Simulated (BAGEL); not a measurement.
**BCl3 (SMILES ClB(Cl)Cl): RI-MP2/def2-SV(P) (DKH2, density fitting with tzvpp-jkfit, cc-pvtz-ri for correlation)**

What is the energy difference between two shapes of BCl3 at RI-MP2/def2-SV(P) (DKH2, density fitting with tzvpp-jkfit, cc-pvtz-ri for correlation)? 

Program for the calculation: BAGEL 1.2.2.

1 further run of the same task is left out (it didn't finish).

### 1 Starting point

BCl3 has 4 atoms, charge 0, and is taken as a singlet. As SMILES, `ClB(Cl)Cl`. The shape is that of a GFN2-xTB optimisation.

Bond lengths: B1–Cl2 1.722 Å, B1–Cl3 1.723 Å, B1–Cl4 1.724 Å. Angles: Cl2–B1–Cl3 120.0°, Cl2–B1–Cl4 120.0°, Cl3–B1–Cl4 120.0°.

### 2 Energy and gradient at RI-MP2/def2-SV(P) (DKH2, density fitting with tzvpp-jkfit, cc-pvtz-ri for correlation)

File calc.json:

```json
{ "bagel": [

{
  "title": "molecule",
  "basis": "def2-sv_p_.json",
  "df_basis": "tzvpp-jkfit",
  "dkh": true,
  "geometry": [
    { "atom": "B", "xyz": [     0.00100155,     0.00075589,     0.00761560 ] },
    { "atom": "Cl", "xyz": [     3.25441074,    -0.05196747,     0.02243105 ] },
    { "atom": "Cl", "xyz": [    -1.58217320,     2.84519055,    -0.03503552 ] },
    { "atom": "Cl", "xyz": [    -1.67323910,    -2.79397897,     0.00498888 ] }
  ]
},

{
  "title": "force",
  "method": [
    {
      "title": "mp2",
      "ncore": 16,
      "aux_basis": "cc-pvtz-ri"
    }
  ]
}

]}
```

The basis set def2-SV(P) is read from a file made from the Basis Set Exchange's data (not shown).

Launch:

```
$ BAGEL_NUM_THREADS=1 BAGEL calc.json > calc.out
```

The log of the run:

```text
* using 1 threads per process

  ===============================================================
  ===============================================================

  *** Geometry ***

  { "atom" : "B", "xyz" : [      0.001002,      0.000756,      0.007616 ] },
  { "atom" : "Cl", "xyz" : [      3.254411,     -0.051967,      0.022431 ] },
  { "atom" : "Cl", "xyz" : [     -1.582173,      2.845191,     -0.035036 ] },
  { "atom" : "Cl", "xyz" : [     -1.673239,     -2.793979,      0.004989 ] },

  Number of auxiliary basis functions:      459

  Since a DF basis is specified, we compute 2- and 3-index integrals:
    o Being stored without compression. Storage requirement is 0.017 GB

  Number of basis functions:       68
  Number of electrons      :       56

    * METHOD: MOLECULE                             0.16

  The gradients will be computed analytically.

  *** RHF ***

  === Nuclear Repulsion ===
   232.0686771910

      * DIIS with orbital gradients will be used.

  === RHF iteration (def2-sv_p_.json) ===
      0      -1406.49859842          0.00746545           0.06
      1      -1406.53154577          0.00370481           0.05
      2      -1406.53745883          0.00107408           0.05
      3      -1406.53811717          0.00013098           0.05
      4      -1406.53813318          0.00003459           0.05
      5      -1406.53813442          0.00000796           0.05
      6      -1406.53813447          0.00000136           0.05
      7      -1406.53813447          0.00000029           0.05
      8      -1406.53813447          0.00000005           0.05
      9      -1406.53813447          0.00000001           0.05
     10      -1406.53813447          0.00000000           0.05
    * SCF iteration converged.

    * Permanent dipole moment:
           (   -0.003537,    -0.002370,    -0.004508) a.u.

  === DF-MP2 calculation ===

    * freezing 16 orbitals
  Number of auxiliary basis functions:      447

  Since a DF basis is specified, we compute 2- and 3-index integrals:
    o Being stored without compression. Storage requirement is 0.017 GB

  Number of basis functions:       68
  Number of electrons      :       56

      MP2 correlation energy:   -0.4822815412

    * Permanent dipole moment: MP2 unrelaxed
           (   -0.003492,    -0.002336,    -0.004136) a.u.

  === Z-vector iteration ===

      0     0.00045734806312           0.01
      1     0.00013568658811           0.01
      2     0.00003653432353           0.01
      3     0.00000870617170           0.01
      4     0.00000143134594           0.01
      5     0.00000018898953           0.01
      6     0.00000002955902           0.01
      7     0.00000000367884           0.01

    * Permanent dipole moment: MP2 relaxed
           (   -0.003378,    -0.002246,    -0.002912) a.u.

  * Nuclear energy gradient

    o Atom   0
        x          0.0007238977
        y          0.0004805558
        z          0.0007785179
    o Atom   1
        x         -0.0124176248
        y          0.0001978191
        z         -0.0003528286
    o Atom   2
        x          0.0058257609
        y         -0.0104656485
        z         -0.0001391512
    o Atom   3
        x          0.0058679662
        y          0.0097872736
        z         -0.0002865381

    * METHOD: FORCE                                3.64

  ===============================================================
```

Run time: 4.2 s. Hardware: 1 thread of Arm Neoverse V1, shared host; peak memory 0.24 GiB.

### 3 The distorted shape at the same level

File mp2.json:

```json
{ "bagel": [

{
  "title": "molecule",
  "basis": "def2-sv_p_.json",
  "df_basis": "tzvpp-jkfit",
  "dkh": true,
  "geometry": [
    { "atom": "B", "xyz": [    -0.04843746,    -0.08512838,     0.04551027 ] },
    { "atom": "Cl", "xyz": [     3.26037094,    -0.13473558,    -0.13342978 ] },
    { "atom": "Cl", "xyz": [    -1.64986697,     2.85813139,    -0.04004519 ] },
    { "atom": "Cl", "xyz": [    -1.71695980,    -2.80185346,     0.00478857 ] }
  ]
},

{
  "title": "force",
  "method": [
    { "title": "mp2", "ncore": 16, "aux_basis": "cc-pvtz-ri" }
  ]
}

]}
```

The basis set def2-SV(P) is read from a file made from the Basis Set Exchange's data (not shown).

Launch:

```
$ BAGEL_NUM_THREADS=1 BAGEL mp2.json > mp2.out
```

The log of the run:

```text
* using 1 threads per process

  ===============================================================
  ===============================================================

  *** Geometry ***

  { "atom" : "B", "xyz" : [     -0.048437,     -0.085128,      0.045510 ] },
  { "atom" : "Cl", "xyz" : [      3.260371,     -0.134736,     -0.133430 ] },
  { "atom" : "Cl", "xyz" : [     -1.649867,      2.858131,     -0.040045 ] },
  { "atom" : "Cl", "xyz" : [     -1.716960,     -2.801853,      0.004789 ] },

  Number of auxiliary basis functions:      459

  Since a DF basis is specified, we compute 2- and 3-index integrals:
    o Being stored without compression. Storage requirement is 0.017 GB

  Number of basis functions:       68
  Number of electrons      :       56

    * METHOD: MOLECULE                             0.17

  The gradients will be computed analytically.

  *** RHF ***

  === Nuclear Repulsion ===
   230.1353749359

      * DIIS with orbital gradients will be used.

  === RHF iteration (def2-sv_p_.json) ===
      0      -1406.49558051          0.00768068           0.06
      1      -1406.52949037          0.00389807           0.05
      2      -1406.53607281          0.00107591           0.05
      3      -1406.53675570          0.00013506           0.05
      4      -1406.53677283          0.00003518           0.05
      5      -1406.53677414          0.00000890           0.05
      6      -1406.53677422          0.00000177           0.05
      7      -1406.53677422          0.00000061           0.05
      8      -1406.53677422          0.00000020           0.05
      9      -1406.53677422          0.00000005           0.05
     10      -1406.53677422          0.00000002           0.05
     11      -1406.53677422          0.00000001           0.05
    * SCF iteration converged.

    * Permanent dipole moment:
           (    0.051458,     0.166091,    -0.048288) a.u.

  === DF-MP2 calculation ===

    * freezing 16 orbitals
  Number of auxiliary basis functions:      447

  Since a DF basis is specified, we compute 2- and 3-index integrals:
    o Being stored without compression. Storage requirement is 0.017 GB

  Number of basis functions:       68
  Number of electrons      :       56

      MP2 correlation energy:   -0.4820372355

    * Permanent dipole moment: MP2 unrelaxed
           (    0.050981,     0.164023,    -0.044493) a.u.

  === Z-vector iteration ===

      0     0.00046342498045           0.01
      1     0.00013806439976           0.01
      2     0.00003737949366           0.01
      3     0.00000897147769           0.01
      4     0.00000150300410           0.01
      5     0.00000021228857           0.01
      6     0.00000004891074           0.01
      7     0.00000001284585           0.01
      8     0.00000000256846           0.01

    * Permanent dipole moment: MP2 relaxed
           (    0.050027,     0.158936,    -0.032143) a.u.

  * Nuclear energy gradient

    o Atom   0
        x         -0.0123840378
        y         -0.0334988293
        z          0.0085976225
    o Atom   1
        x          0.0042833010
        y         -0.0009996218
        z         -0.0030014058
    o Atom   2
        x         -0.0067113232
        y          0.0098825495
        z         -0.0030073044
    o Atom   3
        x          0.0148120600
        y          0.0246159016
        z         -0.0025889123

    * METHOD: FORCE                                3.71

  ===============================================================
```

Wall time 4.2 s (1 thread of Arm Neoverse V1, shared host); peak memory 0.24 GiB.

### 4 Summary of results

At RI-MP2/def2-SV(P) (DKH2, density fitting with tzvpp-jkfit, cc-pvtz-ri for correlation), 16 core orbitals frozen:

| quantity | value |
| --- | --- |
| first shape: total energy | -1407.02042 Eh |
| first shape: dipole moment (of the density that the program reports) | 0.01 D |
| first shape: correlation energy (16 core orbitals frozen) | -482.3 mEh |
| first shape: largest force on an atom | 0.639 eV/Å |
| distorted shape: total energy | -1407.01881 Eh |
| distorted shape: dipole moment (of the density that the program reports) | 0.43 D |
| distorted shape: correlation energy (16 core orbitals frozen) | -482.0 mEh |
| distorted shape: largest force on an atom | 1.889 eV/Å |
| energy change with the atoms displaced | 0.044 eV |

**Reading.** With the atoms displaced the energy rises by 0.04 eV (1.0 kcal/mol). The first shape isn't relaxed at this level, so the change isn't measured from a minimum. The largest force (first shape) is 0.64 eV/Å: the shape isn't a stationary point for this species at this level.
